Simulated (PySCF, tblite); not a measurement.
# C₅H₉NSeSi: geometry, infrared bands and NMR shifts

Aim: predict the infrared bands and NMR shifts of C₅H₉NSeSi (`N#CCC/C=C/[SiH2][SeH]`).

Computed with tblite 0.8.0 and PySCF 2.14.0, with density-fitted response routines of our own, on a single molecule in the gas phase. Atoms are numbered from 0 throughout.

## (1) The molecule as given

17 atoms, charge 0, multiplicity 1; geometry from: force field or distance geometry start.

Bonds of the start (Å): N0–C1 1.17, C1–C2 1.45, C2–C3 1.52, C3–C4 1.51, C4–C5 1.34, C5–Si6 1.84, Si6–Se7 2.28, C2–H8 1.11, C2–H9 1.11, C3–H10 1.12, C3–H11 1.11, C4–H12 1.09, C5–H13 1.09, Si6–H14 1.47, Si6–H15 1.49, Se7–H16 1.53.

## (2) Geometry optimisation with GFN2-xTB

The job: settings as JSON, then the geometry in Å.

```
{"job": {"kind": "relax", "xc": "GFN2-xTB", "basis": "xTB"}, "charge": 0, "multiplicity": 1}
N      4.450600     0.296900    -0.842400
C      3.282700     0.313200    -0.770500
C      1.833400     0.316300    -0.655200
C      1.387900     0.086500     0.780600
C     -0.109600     0.129400     0.927700
C     -0.893500    -0.839600     0.425100
Si    -2.724400    -0.763500     0.603000
Se    -3.523500     1.070400    -0.483700
H      1.454500     1.302600    -1.007200
H      1.413100    -0.475100    -1.315900
H      1.755800    -0.909900     1.143300
H      1.823600     0.863700     1.441900
H     -0.558200     0.968500     1.463500
H     -0.449200    -1.692900    -0.086400
H     -3.321200    -1.970400     0.025400
H     -3.080000    -0.683600     2.044200
H     -2.749000     1.999500     0.456400
```

Command:

```bash
> OMP_NUM_THREADS=1 python probes_run.py task.json out
```

The driver reads the jobs from task.json and runs them one after another.

**Question.** This job is followed by: GFN2-xTB harmonic vibrations, gas phase; GIAO PBE0/pcSseg-1 NMR shielding, non-relativistic, gas phase. What will the session give for the following? strongest single infrared mode (GFN2-xTB); zero-point energy (GFN2-xTB); ¹³C shifts against TMS (PBE0/pcSseg-1); ¹H shifts against TMS (PBE0/pcSseg-1, means over atoms taken as alike); ¹⁵N shifts against NH3 (PBE0/pcSseg-1); ²⁹Si shifts against TMS (PBE0/pcSseg-1); ⁷⁷Se shifts against Me2Se (PBE0/pcSseg-1).

**Answer**, as computed:

| quantity | value |
| --- | --- |
| strongest single infrared mode (GFN2-xTB) | 2089 cm⁻¹, 352 km/mol |
| zero-point energy (GFN2-xTB) | 74.8 kcal/mol |
| ¹³C shifts against TMS (PBE0/pcSseg-1) | 160.6, 130.5, 123.2, 40.3, 17.9 ppm |
| ¹H shifts against TMS (PBE0/pcSseg-1, means over atoms taken as alike) | 6.64, 6.15, 5.16, 2.67, 2.24, -0.25 ppm |
| ¹⁵N shifts against NH3 (PBE0/pcSseg-1) | 299.5 ppm |
| ²⁹Si shifts against TMS (PBE0/pcSseg-1) | -37.7 ppm |
| ⁷⁷Se shifts against Me2Se (PBE0/pcSseg-1) | -530 ppm |

What this shows: The optimisation took 177 steps and gained 0.335 eV; among the close pairs (by a distance rule), Se7–H16 changed most, from 1.532 to 1.435 Å. All 45 modes are real, so the xTB geometry is a minimum. The strongest single mode, at 2089 cm⁻¹, moves mainly H16. GFN2-xTB is a fitted tight-binding method: band positions and strengths are rough. Its intensities can rank the bands wrongly. At PBE0/pcSseg-1: The largest span, 571 ppm, is at Se7, where the paramagnetic term is -713 ppm. Spin-orbit coupling is left out, which matters for shieldings and couplings at and beside the heavy atoms.
